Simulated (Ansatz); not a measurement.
# Na2OsO4: the cost of one run

Method: DFT PBEsol, scalar-relativistic, plane waves, PAW, in Ansatz 0.2.0.

### 1 Starting point

The structure is hexagonal, space group P-62m (No. 189). Conventional cell: a = 9.532 Å, b = 9.532 Å, c = 3.159 Å, α = 90.00°, β = 90.00°, γ = 120.00°. Na (site symmetry -62m) has 6 O at 2.43 Å as nearest neighbours. Around Na (site symmetry -6) lie 9 O at 2.50 to 2.78 Å. Na (site symmetry m2m) has 7 O at 2.26 to 2.57 Å as nearest neighbours. Around Os (site symmetry m2m) lie 6 O at 1.79 to 2.03 Å. Around O (site symmetry m2m) lie 2 Os at 2.03 Å and 4 Na at 2.43 to 2.57 Å. O (site symmetry m2m) has 2 Os at 1.99 Å and 3 Na at 2.26 to 2.78 Å as nearest neighbours. O (site symmetry m) has 1 Os at 1.79 Å and 4 Na at 2.39 to 2.50 Å as nearest neighbours.

As a file:

```
Na Os O
1.0
     9.53210    0.00000    0.00000
    -4.76605    8.25504    0.00000
     0.00000    0.00000    3.15942
Na Os O
6 3 12
Direct
  0.00000 0.00000 0.00000
  0.66667 0.33333 0.50000
  0.33333 0.66667 0.50000
  0.30764 0.30764 0.50000
  0.69236 0.00000 0.50000
  0.00000 0.69236 0.50000
  0.67156 0.67156 0.00000
  0.32844 0.00000 0.00000
  0.00000 0.32844 0.00000
  0.80596 0.80596 0.50000
  0.19404 0.00000 0.50000
  0.00000 0.19404 0.50000
  0.54494 0.54494 0.50000
  0.45506 0.00000 0.50000
  0.00000 0.45506 0.50000
  0.56744 0.78405 0.00000
  0.21595 0.78338 0.00000
  0.21662 0.43256 0.00000
  0.78405 0.56744 0.00000
  0.78338 0.21595 0.00000
  0.43256 0.21662 0.00000
```

It goes back to an entry of the Materials Project.

It is the result of an earlier relaxation at this level (volume 11.84 Å³/atom; gap on the mesh: 0.19 eV).

### 2 The cell scaled to 0.97 of its volume

Input file input.yaml:

```yaml
crystal:
  lattice:
    - [9.4358118564, 0.0, 0.0]
    - [-4.7179059282, 8.171652773, 0.0]
    - [0.0, 0.0, 3.1275056574]
  atoms:
    - { symbol: Na, position: [0.0, 0.0, 0.0] }
    - { symbol: Na, position: [0.6666666667, 0.3333333333, 0.5] }
    - { symbol: Na, position: [0.3333333333, 0.6666666667, 0.5] }
    - { symbol: Na, position: [0.3076435679, 0.3076435679, 0.5] }
    - { symbol: Na, position: [0.6923564321, 0.0, 0.5] }
    - { symbol: Na, position: [0.0, 0.6923564321, 0.5] }
    - { symbol: Os, position: [0.6715623532, 0.6715623532, 0.0] }
    - { symbol: Os, position: [0.3284376468, 0.0, 0.0] }
    - { symbol: Os, position: [0.0, 0.3284376468, 0.0] }
    - { symbol: O, position: [0.8059626486, 0.8059626486, 0.5] }
    - { symbol: O, position: [0.1940373514, 0.0, 0.5] }
    - { symbol: O, position: [0.0, 0.1940373514, 0.5] }
    - { symbol: O, position: [0.544943316, 0.544943316, 0.5] }
    - { symbol: O, position: [0.455056684, 0.0, 0.5] }
    - { symbol: O, position: [0.0, 0.455056684, 0.5] }
    - { symbol: O, position: [0.56743694, 0.7840548507, 0.0] }
    - { symbol: O, position: [0.2159451493, 0.7833820893, 0.0] }
    - { symbol: O, position: [0.2166179107, 0.43256306, 0.0] }
    - { symbol: O, position: [0.7840548507, 0.56743694, 0.0] }
    - { symbol: O, position: [0.7833820893, 0.2159451493, 0.0] }
    - { symbol: O, position: [0.43256306, 0.2166179107, 0.0] }
basis:
  ecutwfc: 420
kpoints:
  mp_grid: { grid: [6, 6, 12] }
hamiltonian:
  xc: pbesol
scf:
  occupations: { method: gaussian, width: 0.02 }
output:
  forces: true
  stress: true
  eigenvalues: true
relax:
  adjacent_minimum: "off"
  f_tol: 0.01
  max_steps: 30
  cell: { stress_tol: 0.1, fix: [volume] }
```

Command:

```
> ansatz run input.yaml --threads 4 --pin off --max-ram 10240MiB --backend cpu --events-out ev --progress --plain --runs-dir out
```

What time and memory should one allow on 4 threads of Intel Xeon at 2.50GHz (Skylake/Cascade Lake), shared host?

About 7.7 min, with a peak of 1.4 GiB.
